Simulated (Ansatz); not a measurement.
**GeAsH₂+ (quintet): wave-function methods side by side, cc-pVTZ**

One table from this session's results is given with a row withheld; the runs are named, their logs left out.

Program: Ansatz 0.2.0, Gaussian basis. Level of theory: cc-pVTZ, core rule «outside noble gas», up to 28 orbitals frozen. These are calculated values, not measurements.

The runs, in order: UHF; CCSD(T) on ROHF; CCSD(T) on UHF; BCCD(T) on ROHF; CCSDT(Q) on ROHF; CCSDT(Q) on UHF; CASSCF and MRCISD+Q, 10 electrons in 10 orbitals; CASSCF and NEVPT2, 10 electrons in 10 orbitals.

5 further runs of the same task are left out: 5 set aside as unsound or not needed.

### The geometry

The geometry is a PBE0/def2-TZVP stationary point (not a proven minimum) of the parent state, kept for this charge and spin. No spin-orbit coupling is included. The filled d shell of Ge, As may be among the frozen orbitals whatever the setting's name suggests; the logs give the count.

4 atoms, charge 1, spin multiplicity 5.

Atoms are counted from 1 here; the program's logs count them from 0.

Bond lengths: Ge1–As2 2.506 Å, Ge1–H3 1.559 Å, As2–H4 1.525 Å. Angles: As2–Ge1–H3 115.1°, Ge1–As2–H4 92.9°.

Set-up of the first run:

Input file in.yaml:

```yaml
crystal:
  periodic: [false, false, false]
  atoms:
    - {symbol: Ge, position_ang: [0.000000, -0.057184, 1.266796]}
    - {symbol: As, position_ang: [0.000000, 0.057296, -1.236405]}
    - {symbol: H, position_ang: [0.000000, 1.323124, 1.991542]}
    - {symbol: H, position_ang: [0.000000, -1.460876, -1.383020]}
basis:
  gaussian: {orbitals: cc-pVTZ}
total_charge: 1
magnetization: {spin_polarized: true, initial_magnetization: 4}
hamiltonian: {xc: hf}
output: {orbitals: {seedname: orbitals}}
```

Launch:

```
ansatz run in.yaml --threads 1 --pin off --events-out ev --progress --plain --max-ram 4096MiB --backend cpu
```

Steps of the session up to this table: UHF; CCSD(T) on ROHF; CCSD(T) on UHF; BCCD(T) on ROHF; CCSDT(Q) on ROHF; CCSDT(Q) on UHF; CASSCF and MRCISD+Q, 10 electrons in 10 orbitals; CASSCF and NEVPT2, 10 electrons in 10 orbitals.

One of the session's tables, all rows but one given; the rest of the session is left out.

```
          method  from RCCSDT(Q) (meV)
            ROHF               +5595.1
             UHF               +5369.3
            RMP2               +1181.9
            UMP2               +1149.2
           RCCSD                +251.8
           UCCSD                +215.4
        RCCSD(T)                 +48.0
        UCCSD(T)                 +19.7
         BCCD(T)                 +46.2
          RCCSDT                  +8.3
          UCCSDT                 -20.5
       RCCSDT(Q)                     0
       UCCSDT(Q)                 -28.5
  CASSCF valence               +4135.1
  NEVPT2 valence               +1032.6
  MRCISD valence                     ?
MRCISD+Q valence                 +78.1
```

Q: Estimate the row for MRCISD valence from the others.

**Answer.** from RCCSDT(Q) (meV): +370.9. In the column «from RCCSDT(Q) (meV)» it lies between RCCSD (+251.8) and NEVPT2 valence (+1032.6).

To keep in mind: Restricted and unrestricted rows rest on different reference determinants; where their highest levels disagree by more than a few hundredths of an eV, they describe different states and don't form one ladder.
